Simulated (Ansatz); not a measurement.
HfB:

```
Hf B
1.0
     0.00000    2.31000    2.31000
     2.31000    0.00000    2.31000
     2.31000    2.31000    0.00000
Hf B
1 1
Cartesian
  2.3100 2.3100 2.3100
  0.0000 0.0000 0.0000
```

* Program: Ansatz 0.2.0
* Task: single point
* Functional: PBEsol
* Potentials or basis: Ansatz PAW
* Cutoff: 420 eV (not typed: the program's choice for these potentials)
* k mesh: 10 × 10 × 10
* Occupations: fermi-dirac, width 0.05 eV
* Spin: no spin polarisation

On this cell: pressure 23.2 GPa; largest force zero by symmetry; band gap on the k mesh none (metal or under the smearing width).

The same run follows on a disturbed copy (atoms moved at random, drawn with an rms of 0.05 Å):

```
Hf B
1.0
     0.00000    2.31000    2.31000
     2.31000    0.00000    2.31000
     2.31000    2.31000    0.00000
Hf B
1 1
Direct
  0.49679 0.51141 0.50846
  0.99035 0.99461 0.99282
```

**Question.** What changes?

**Answer.** The energy (extrapolated to zero smearing) moves by +29.7 meV/atom; pressure 24.0 GPa; largest force 1.163 eV/Å; band gap on the k mesh none (metal or under the smearing width).

Forces in eV/Å, atoms in the order of the input:
```
Hf  -0.831 -0.560 -0.590
B    0.831  0.560  0.590
```

Stress tensor (GPa, compression positive):
```
24.59 -0.51 -0.54
-0.51 23.70 -0.36
-0.54 -0.36 23.78
```

Caveats: the PAW data sets come from PBE, with cores solved anew for the run's functional, which leaves a small shift of forces and pressure; so large a pressure means that the cell lies far from this level's equilibrium, or that cutoff or potentials fall short (some runs).
